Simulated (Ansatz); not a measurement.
## Si2Ge: relaxation of the atoms with PBE

Sheet: Si2Ge, a sheet with vacuum.

```
Si Ge
1.0
     3.99050    0.00000    0.00000
    -1.99525    3.45587    0.00000
     0.00000    0.00000   27.14146
Si Ge
2 1
Direct
  0.33333 0.66667 0.25074
  0.66667 0.33333 0.25074
  0.00000 0.00000 0.31366
```

The cell was built by a generator and needn't be a form met in nature.

```
Program             : Ansatz 0.2.0
Task                : relaxation of the atoms
Functional          : PBE
Potentials or basis : all-electron LAPW, scalar-relativistic
Basis error allowed : 0.002 eV/atom
k mesh              : 8 × 8 × 1
Occupations         : fermi-dirac, width 0.05 eV
Spin                : no spin polarisation
```

```yaml
Energy_gained_by_relaxing: 1.4 meV/atom
Ionic_steps: 3
```

Stress tensor (GPa, compression positive):
```
-0.12  0.00  0.00
 0.00 -0.12  0.00
 0.00  0.00  0.00
```

The path:
```csv
step,energy change (eV),largest force (eV/Å)
1,0.0000,0.1591
2,-0.0042,0.0012
3,-0.0042,0.0011
```

Final structure:
```xyz
3
Lattice="3.9905 0.0000 0.0000 -1.9952 3.4559 0.0000 0.0000 0.0000 27.1415" Properties=species:S:1:pos:R:3 pbc="T T T"
Si    0.0000    2.3039    6.7886
Si    1.9952    1.1520    6.7886
Ge    0.0000    0.0000    8.5468
```

Wall time 28 s on 4 threads of Intel(R) Xeon(R) Processor @ 2.50GHz (Skylake/Cascade Lake), on a shared host, peak memory 0.7 GiB.
